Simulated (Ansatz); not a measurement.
# CsSb6: the cost of one run

Program: Ansatz 0.2.0. Level of theory: DFT PBE, scalar-relativistic, plane waves, PAW. These are calculated values, not measurements.

1 further run of the same task is left out (it didn't finish).

## Step 1: The system as given

The structure is cubic, space group Pm-3m (No. 221). The conventional cell has a = 5.997 Å, b = 5.997 Å, c = 5.997 Å, α = 90.00°, β = 90.00°, γ = 90.00°. Around Cs (site symmetry m-3m) lie 24 Sb at 4.41 Å. Around Sb (site symmetry 4mm) lie 5 Sb at 2.40 to 2.55 Å.

Coordinates:

```xyz
7
Lattice="5.9973 0.0000 0.0000 0.0000 5.9973 0.0000 0.0000 0.0000 5.9973" Properties=species:S:1:pos:R:3 pbc="T T T"
Cs    0.0000    0.0000    0.0000
Sb    4.7986    2.9987    2.9987
Sb    1.1987    2.9987    2.9987
Sb    2.9987    2.9987    4.7986
Sb    2.9987    2.9987    1.1987
Sb    2.9987    1.1987    2.9987
Sb    2.9987    4.7986    2.9987
```

Recipe of the guess: species swapped into a database cell of LaB6 (Pm-3m, No. 221), with Cs on the La sites and Sb on the B sites. Lengths come from tabulated atomic sizes and are only a guess.

## Step 2: Probe: one point on a coarse mesh

The input, input.yaml:

```yaml
crystal:
  lattice:
    - [5.99733523, 0.0, 0.0]
    - [0.0, 5.99733523, 0.0]
    - [0.0, 0.0, 5.99733523]
  atoms:
    - { symbol: Cs, position: [0.0, 0.0, 0.0] }
    - { symbol: Sb, position: [0.80012184, 0.5, 0.5] }
    - { symbol: Sb, position: [0.19987816, 0.5, 0.5] }
    - { symbol: Sb, position: [0.5, 0.5, 0.80012184] }
    - { symbol: Sb, position: [0.5, 0.5, 0.19987816] }
    - { symbol: Sb, position: [0.5, 0.19987816, 0.5] }
    - { symbol: Sb, position: [0.5, 0.80012184, 0.5] }
basis:
  ecutwfc: 420
kpoints:
  mp_grid: { grid: [4, 4, 4] }
hamiltonian:
  xc: pbe
scf:
  occupations: { method: gaussian, width: 0.1 }
  lower_state_search: "off"
output:
  forces: true
  stress: true
  eigenvalues: true
```

Command:

```console
$ ansatz run input.yaml --threads 1 --pin off --max-ram 2048MiB --backend cpu --events-out ev --progress --plain --runs-dir out
```

**Question.** How long does this run take on 1 thread of Arm Neoverse N1, shared host, and how much memory does it need?

About 19 s, with a peak of 0.55 GiB.
